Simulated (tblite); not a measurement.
# C3H14AlNSi2: the cost of one run

Programs: tblite 0.8.0 and PySCF 2.14.0, with density-fitted response routines of our own. Each step states its level of theory. These are calculated values for one molecule in the gas phase, unless marked as measured. Atoms count from 0, in the outputs and in this text.

## Step 1: The starting structure

21 atoms, charge 0, multiplicity 1; geometry from: force field or distance geometry start.

Bonds of the start (Å): C0–Si1 1.85, Si1–C2 1.84, Si1–N3 1.78, N3–Al4 1.91, N3–C5 1.42, C5–Si6 1.87, C0–H7 1.12, C0–H8 1.08, C0–H9 1.13, Si1–H10 1.49, C2–H11 1.09, C2–H12 1.14, C2–H13 1.13, Al4–H14 1.59, Al4–H15 1.60, C5–H16 1.12, C5–H17 1.12, Si6–H18 1.45, Si6–H19 1.47, Si6–H20 1.49.

## Step 2: Optimising the geometry with GFN2-xTB

What the job is given:

```
{"job": {"kind": "relax", "xc": "GFN2-xTB", "basis": "xTB"}, "charge": 0, "multiplicity": 1}
C     -1.464400     1.873200    -0.166900
Si    -1.268500     0.249900     0.694000
C     -2.523300    -0.938600     0.064600
N      0.393800    -0.380000     0.671100
Al     0.544700    -2.029500    -0.273500
C      1.336600     0.600300     0.255700
Si     3.109500     0.019000     0.202200
H     -2.196800     1.811200    -1.007800
H     -0.512900     2.279700    -0.491800
H     -1.902100     2.621100     0.561100
H     -1.580000     0.514600     2.129700
H     -2.164300    -1.689600    -0.631900
H     -2.989800    -1.421500     0.981700
H     -3.384100    -0.333400    -0.357600
H     -0.089100    -2.216600    -1.724200
H      1.374100    -3.209600     0.412500
H      1.307400     1.447400     0.984100
H      1.082800     1.039500    -0.742900
H      3.329900    -1.293400     0.780500
H      3.641300     0.089500    -1.163500
H      3.946200     0.983900     0.977200
```

On the command line:

```console
OMP_NUM_THREADS=1 python probes_run.py task.json out
```

This one command runs all jobs of the session in turn.

Q: Estimate the wall time of this first job on 1 thread of Arm Neoverse V1, shared host.

About 1.3 s.
